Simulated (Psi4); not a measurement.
**SnNH5 (SMILES [NH2][SnH3]): levels of theory compared**

Wanted: a comparison of 4 runs (HF/STO-3G, r2SCAN/3-21G, UMN12-L-D3(BJ)+ATM/def2-SVPD, CC2/def2-SV(P)) of SnNH5. 

The calculation is run with Psi4 1.11.

5 further runs of the same task are left out: 1 that didn't finish, 4 set aside as unsound or not needed.

### 1 The system as given

The species is SnNH5 (7 atoms), meant as a singlet with charge 0. SMILES: `[NH2][SnH3]`. The shape is that of a PBE0-D4/def2-TZVP optimisation.

Bond lengths: N1–Sn2 2.032 Å, N1–H3 1.012 Å, N1–H4 1.012 Å, Sn2–H5 1.704 Å, Sn2–H6 1.704 Å, Sn2–H7 1.717 Å. Angles: N1–Sn2–H5 105.9°, N1–Sn2–H6 105.9°, N1–Sn2–H7 113.4°, Sn2–N1–H3 112.9°, Sn2–N1–H4 112.9°, H5–Sn2–H6 112.1°, H5–Sn2–H7 109.7°, H6–Sn2–H7 109.7°, H3–N1–H4 107.1°.

### 2 Energy and gradient at HF/STO-3G (run 1)

job.json reads:

```json
{
  "schema_name": "qcschema_input",
  "schema_version": 1,
  "molecule": {
    "schema_name": "qcschema_molecule",
    "schema_version": 2,
    "symbols": ["N", "Sn", "H", "H", "H", "H", "H"],
    "geometry": [-0.94410717, -2.23611292, 0.22034207, 0.25851453, 1.38025596, -0.25624686, -0.00340151, -3.48559984, -0.88155724, -0.7817797, -2.84384884, 2.02710921, -0.21883029, 2.06509271, -3.36692504, -1.58037796, 3.18305468, 1.6780768, 3.3858223, 1.80865687, 0.49302955],
    "molecular_charge": 0,
    "molecular_multiplicity": 1,
    "fix_symmetry": "c1",
    "fix_com": true,
    "fix_orientation": true
  },
  "driver": "gradient",
  "model": {
    "method": "hf",
    "basis": "STO-3G"
  },
  "keywords": {
    "reference": "rhf",
    "puream": true,
    "e_convergence": 1e-09,
    "d_convergence": 1e-08,
    "scf_type": "pk"
  }
}
```

Run with:

```
psi4 --qcschema job.json -n 1 --memory 1600MB
```

stdout:

```text
[...]
  Running in c1 symmetry.
[...]
  Nuclear repulsion =  170.722079441478940
[...]
  Multiplicity = 1
[...]
  Nalpha       = 31
  Nbeta        = 31
[...]
    Number of basis functions: 37
[...]
   @RHF iter   1: -6019.74329300359841   -3.68172e+00   1.23711e-02 ADIIS/DIIS
[...]
   @RHF iter  10: -6019.94334503565005    6.36646e-12   2.27579e-09 DIIS
[...]
  @RHF Final Energy: -6019.94334503565005
   => Energetics <=
    Nuclear Repulsion Energy =            170.7220794414789395
    One-Electron Energy =               -8664.4131993269093073
    Two-Electron Energy =                2473.7477748497803987
    Total Energy =                      -6019.9433450356500543
[...]
  -Total Gradient:
     Atom            X                  Y                   Z
    ------   -----------------  -----------------  -----------------
       1        0.001944848532    -0.036686264796     0.008654081470
       2        0.001262606208    -0.007231099943     0.001931159950
       3       -0.007013108199     0.012710798218     0.003454830342
       4       -0.003128340383     0.009507948958    -0.011107560651
       5       -0.004441645624     0.003931514933    -0.024394677661
       6       -0.015182334793     0.012749203615     0.015401865854
       7        0.026557974469     0.005017899286     0.006060300642
[...]
```

The result, in JSON:

```text
{
 "driver": "gradient",
 "model": {
  "method": "hf",
  "basis": "STO-3G"
 },
 "success": true,
 "return_result": [0.0019448485318248054, -0.036686264795607215, 0.008654081470102257, 0.0012626062083275508, -0.007231099943067573, 0.0019311599495327233, -0.0070131081989437405, 0.012710798217763358, 0.0034548303422958504, -0.003128340383384387, 0.009507948958030546, -0.01110756065068419, -0.004441645624213099, 0.003931514933316116, -0.02439467766091183, -0.015182334793446717, 0.012749203614954005, 0.015401865854310165, 0.026557974469053974, 0.005017899286089863, 0.006060300642103493],
 "properties": {
  "calcinfo_nbasis": 37,
  "calcinfo_nmo": 37,
  "calcinfo_nalpha": 31,
  "calcinfo_nbeta": 31,
  "calcinfo_natom": 7,
  "nuclear_repulsion_energy": 170.72207944147894,
  "return_energy": -6019.94334503565,
  "return_gradient": [0.0019448485318248054, -0.036686264795607215, 0.008654081470102257, 0.0012626062083275508, -0.007231099943067573, 0.0019311599495327233, -0.0070131081989437405, 0.012710798217763358, 0.0034548303422958504, -0.003128340383384387, 0.009507948958030546, -0.01110756065068419, -0.004441645624213099, 0.003931514933316116, -0.02439467766091183, -0.015182334793446717, 0.012749203614954005, 0.015401865854310165, 0.026557974469053974, 0.005017899286089863, 0.006060300642103493],
  "scf_one_electron_energy": -8664.41319932691,
  "scf_two_electron_energy": 2473.7477748497804,
  "scf_dipole_moment": [0.567146842955875, 0.11574382634892544, 0.12617830899009697],
  "scf_total_energy": -6019.94334503565,
  "scf_total_gradient": [0.0019448485318248054, -0.036686264795607215, 0.008654081470102257, 0.0012626062083275508, -0.007231099943067573, 0.0019311599495327233, -0.0070131081989437405, 0.012710798217763358, 0.0034548303422958504, -0.003128340383384387, 0.009507948958030546, -0.01110756065068419, -0.004441645624213099, 0.003931514933316116, -0.02439467766091183, -0.015182334793446717, 0.012749203614954005, 0.015401865854310165, 0.026557974469053974, 0.005017899286089863, 0.006060300642103493],
  "scf_iterations": 10
 }
}
```

Run time: 2.3 s. Hardware: 1 thread of Intel Xeon at 2.60GHz (Ice Lake), shared host; peak memory 0.19 GiB.

### 3 A single-point energy at r2SCAN/3-21G (run 2)

input.json reads:

```json
{
 "schema_name": "qcschema_input",
 "schema_version": 1,
 "molecule": {
  "schema_name": "qcschema_molecule",
  "schema_version": 2,
  "symbols": ["N", "Sn", "H", "H", "H", "H", "H"],
  "geometry": [-0.94410717, -2.23611292, 0.22034207, 0.25851453, 1.38025596, -0.25624686, -0.00340151, -3.48559984, -0.88155724, -0.7817797, -2.84384884, 2.02710921, -0.21883029, 2.06509271, -3.36692504, -1.58037796, 3.18305468, 1.6780768, 3.3858223, 1.80865687, 0.49302955],
  "molecular_charge": 0,
  "molecular_multiplicity": 1,
  "fix_symmetry": "c1",
  "fix_com": true,
  "fix_orientation": true
 },
 "driver": "energy",
 "model": {
  "method": "r2scan",
  "basis": "3-21G"
 },
 "keywords": {
  "reference": "rks",
  "puream": true,
  "e_convergence": 1e-09,
  "d_convergence": 1e-08,
  "scf_type": "pk",
  "dft_radial_points": 99,
  "dft_spherical_points": 590,
  "scf_properties": ["MULLIKEN_CHARGES", "DIPOLE", "QUADRUPOLE"]
 }
}
```

Run with:

```
psi4 --qcschema input.json -n 1 --memory 1600MB
```

stdout:

```text
[...]
  Running in c1 symmetry.
[...]
  Nuclear repulsion =  170.722079441478940
[...]
  Multiplicity = 1
[...]
  Nalpha       = 31
  Nbeta        = 31
[...]
    Number of basis functions: 50
[...]
   @RKS iter   1: -6055.76781121211388   -2.58366e+00   1.46411e-02 DIIS/ADIIS
[...]
   @RKS iter  10: -6056.08052593238699   -8.18545e-12   5.92839e-09 DIIS
[...]
  @RKS Final Energy: -6056.08052593238699
   => Energetics <=
    Nuclear Repulsion Energy =            170.7220794414789395
    One-Electron Energy =               -8692.4841546469433524
    Two-Electron Energy =                2635.5164492891726695
    DFT Exchange-Correlation Energy =    -169.8349000160952755
    Empirical Dispersion Energy =           0.0000000000000000
    VV10 Nonlocal Energy =                  0.0000000000000000
    Total Energy =                      -6056.0805259323869905
[...]
 Multipole Moments:
 ------------------------------------------------------------------------------------
     Multipole            Electronic (a.u.)      Nuclear  (a.u.)        Total (a.u.)
 ------------------------------------------------------------------------------------
 L = 1.  Multiply by 2.5417464519 to convert [e a0] to [Debye]
 Dipole X            :         -6.6130328            7.1184092            0.5053764
 Dipole Y            :        -54.3531886           54.0873631           -0.2658255
 Dipole Z            :         11.5140478          -11.3202152            0.1938326
 Magnitude           :                                                    0.6030253
 L = 2.  Multiply by 1.3450342976 to convert [e a0^2] to [Debye ang]
 Quadrupole XX       :        -53.0775272           24.2013215          -28.8762057
 Quadrupole XY       :        -37.0366586           35.4952988           -1.5413598
[...]
```

The result, in JSON:

```text
{
 "driver": "energy",
 "model": {
  "method": "r2scan",
  "basis": "3-21G"
 },
 "success": true,
 "return_result": -6056.080525932387,
 "properties": {
  "calcinfo_nbasis": 50,
  "calcinfo_nmo": 50,
  "calcinfo_nalpha": 31,
  "calcinfo_nbeta": 31,
  "calcinfo_natom": 7,
  "nuclear_repulsion_energy": 170.72207944147894,
  "return_energy": -6056.080525932387,
  "scf_one_electron_energy": -8692.484154646943,
  "scf_two_electron_energy": 2635.5164492891727,
  "scf_xc_energy": -169.83490001609528,
  "scf_dipole_moment": [0.5053763988929765, -0.26582547790745537, 0.19383261577880262],
  "scf_total_energy": -6056.080525932387,
  "scf_iterations": 10
 }
}
```

Wall time 15 s (1 thread of Intel Xeon at 2.60GHz (Ice Lake), shared host); peak memory 1.2 GiB.

Run 3 isn't shown in full; the table further down has it.

### 4 The energy at CC2/def2-SV(P) (core potential) (run 4)

h5nsn.xyz reads:

```xyz
7
H5NSn
N     -0.499600    -1.183300     0.116600
Sn     0.136800     0.730400    -0.135600
H     -0.001800    -1.844500    -0.466500
H     -0.413700    -1.504900     1.072700
H     -0.115800     1.092800    -1.781700
H     -0.836300     1.684400     0.888000
H      1.791700     0.957100     0.260900
```

job.py reads:

```python
import psi4

psi4.set_memory('1600 MB')
psi4.set_num_threads(1)
psi4.set_output_file('psi4.out', False)

with open('h5nsn.xyz') as f:
    atoms = ''.join(f.readlines()[2:])
geom = psi4.geometry('0 1\n' + atoms + '')

psi4.set_options(dict(basis='def2-SV(P)', num_frozen_docc=5, scf_type='pk'))

result = psi4.energy("cc2")
print(f'total energy {result:.8f} hartree = {result * 27.211386:.5f} eV')
for k, v in sorted(psi4.core.scalar_variables().items()):
    print(f'{k:45s} {v:18.10f}')
```

Run with:

```
python job.py
```

psi4.out:

```text
[...]
    !!!  WARNING: ECP capability is in beta. Please check occupations closely.  !!!
[...]
  Running in c1 symmetry.
[...]
  Nuclear repulsion =   82.274392682465674
[...]
  Multiplicity = 1
[...]
  Nalpha       = 17
  Nbeta        = 17
[...]
    Number of basis functions: 50
[...]
   @RHF iter   1:  -270.50744397885933   -1.97996e+00   9.24451e-03 ADIIS/DIIS
[...]
   @RHF iter  11:  -270.61096715326948   -3.06954e-12   4.04475e-09 DIIS
[...]
  @RHF Final Energy:  -270.61096715326948
   => Energetics <=
    Nuclear Repulsion Energy =             82.2743926824656739
    One-Electron Energy =                -617.0662457309106230
    Two-Electron Energy =                 264.1808858951754928
    Total Energy =                       -270.6109671532694847
[...]
 Multipole Moments:
 ------------------------------------------------------------------------------------
     Multipole            Electronic (a.u.)      Nuclear  (a.u.)        Total (a.u.)
 ------------------------------------------------------------------------------------
 L = 1.  Multiply by 2.5417464519 to convert [e a0] to [Debye]
 Dipole X            :          5.1718116           -4.6674853            0.5043263
 Dipole Y            :         17.4759470          -17.5741238           -0.0981768
 Dipole Z            :         -2.4739061            2.6304411            0.1565349
 Magnitude           :                                                    0.5371098
[...]
      * MP2 total energy                      = -270.872507228929351
[...]
```

The script printed:

```text
total energy -270.87641635 hartree = -7370.92272 eV
CC D1 DIAGNOSTIC                                    0.0354523005
CC D2 DIAGNOSTIC                                    0.1269860227
CC NEW D1 DIAGNOSTIC                                0.0354523005
CC T1 DIAGNOSTIC                                    0.0110783624
CC2 CORRELATION ENERGY                             -0.2654491993
CC2 TOTAL ENERGY                                 -270.8764163526
CURRENT CORRELATION ENERGY                         -0.2654491993
CURRENT ENERGY                                   -270.8764163526
CURRENT REFERENCE ENERGY                         -270.6109671533
DD SOLVATION ENERGY                                 0.0000000000
HF KINETIC ENERGY                                 139.8249970713
HF POTENTIAL ENERGY                              -410.4359642246
HF TOTAL ENERGY                                  -270.6109671533
HF VIRIAL RATIO                                     2.9353547135
MP2 CORRELATION ENERGY                             -0.2615400757
MP2 DOUBLES ENERGY                                 -0.2615400757
MP2 OPPOSITE-SPIN CORRELATION ENERGY               -0.1998773303
MP2 SAME-SPIN CORRELATION ENERGY                   -0.0616627454
MP2 SINGLES ENERGY                                 -0.0000000000
MP2 TOTAL ENERGY                                 -270.8725072289
NUCLEAR REPULSION ENERGY                           82.2743926825
ONE-ELECTRON ENERGY                              -617.0662457309
PCM POLARIZATION ENERGY                             0.0000000000
PE ENERGY                                           0.0000000000
SCF ITERATION ENERGY                             -270.6109671533
SCF ITERATIONS                                     11.0000000000
SCF TOTAL ENERGY                                 -270.6109671533
TWO-ELECTRON ENERGY                               264.1808858952
```

Wall time 4.5 s (1 thread of Intel Xeon at 2.60GHz (Ice Lake), shared host); peak memory 0.22 GiB.

### 5 The series

```csv
run,level,task,integration grid,energy (Eh),dipole moment (D),HOMO energy (eV),LUMO energy (eV),wall time
1,HF/STO-3G,gradient,–,-6019.943345,1.51,-7.77,11.08,2.3 s
2,r2SCAN/3-21G,energy,99 radial × 590 angular,-6056.080526,1.53,-5.22,0.16,15 s
3,"UMN12-L-D3(BJ)+ATM/def2-SVPD (density fitting, core potential)",properties,75 radial × 302 angular,-269.965674,1.05,-6.33,-0.94,21 s
4,CC2/def2-SV(P) (core potential),energy,–,-270.876416,–,-10.57,3.09,4.5 s
```

### 6 What came out

```
                                          quantity          value
          run 4: ground-state or mean-field energy  -270.87642 Eh
        run 4: HOMO energy (Hartree–Fock orbitals)      -10.57 eV
        run 4: LUMO energy (Hartree–Fock orbitals)        3.09 eV
      run 4: HOMO–LUMO gap (Hartree–Fock orbitals)       13.66 eV
run 4: correlation energy (5 core orbitals frozen)     -265.4 mEh
                              run 4: T1 diagnostic          0.011
```

What this shows: Over runs 1, 2, 3 the dipole moment (its size) runs from 1.05 D (UMN12-L-D3(BJ)+ATM/def2-SVPD) to 1.53 D (r2SCAN/3-21G). The two ends differ in method and basis and core potential. Over runs 1, 2, 3 the HOMO–LUMO gap runs from 5.38 eV (r2SCAN/3-21G) to 18.85 eV (HF/STO-3G). The two ends differ in method and basis. Totals of different functionals can't be ranked against each other. Some runs of one species differ in core potentials or relativity; totals across that change don't compare. In run 1 the basis is minimal, so the values are rough. In runs 1, 2 relativity is left out where basis or elements ask for it. All runs together took 43 s, the longest 21 s.
